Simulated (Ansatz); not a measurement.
# Si: the cost of one run

Computed with Ansatz 0.2.0 (DFT PBE, scalar-relativistic, plane waves, PAW, unless a step's input says otherwise).

## Step 1: Starting point

Symmetry: Fd-3m, No. 227, cubic system. Conventional cell: a = 5.444 Å, b = 5.444 Å, c = 5.444 Å, α = 90.00°, β = 90.00°, γ = 90.00°. Around Si (site symmetry -43m) lie 4 Si at 2.36 Å.

Coordinates:

```xyz
2
Lattice="0.0000 2.7219 2.7219 2.7219 0.0000 2.7219 2.7219 2.7219 0.0000" Properties=species:S:1:pos:R:3 pbc="T T T"
Si    4.0828    4.0828    4.0828
Si    2.7219    2.7219    2.7219
```

The structure comes from the Materials Project (structure only).

(A quick probe on a coarse mesh, which set the mesh and smearing, is not shown.)

## Step 3: The relaxation

File input.yaml:

```yaml
crystal:
  lattice:
    - [0.0, 2.72185119, 2.72185119]
    - [2.72185119, 0.0, 2.72185119]
    - [2.72185119, 2.72185119, 0.0]
  atoms:
    - { symbol: Si, position: [0.75, 0.75, 0.75] }
    - { symbol: Si, position: [0.5, 0.5, 0.5] }
basis:
  ecutwfc: 420
kpoints:
  mp_grid: { grid: [8, 8, 8] }
hamiltonian:
  xc: pbe
scf:
  occupations: { method: gaussian, width: 0.02 }
output:
  forces: true
  stress: true
  eigenvalues: true
  write_density: true
  write_potential: true
  elf: true
  volumetric_format: npy
relax:
  adjacent_minimum: "off"
  f_tol: 0.005
  max_steps: 80
  cell: { stress_tol: 0.05 }
```

Command:

```console
ansatz run input.yaml --threads 8 --pin off --max-ram 20480MiB --backend cpu --events-out ev --progress --plain --runs-dir out
```

What time and memory should one allow on 8 threads of Intel Xeon Platinum 8259CL at 2.50GHz (Skylake/Cascade Lake), shared host?

About 1.1 s, with a peak of 0.35 GiB.
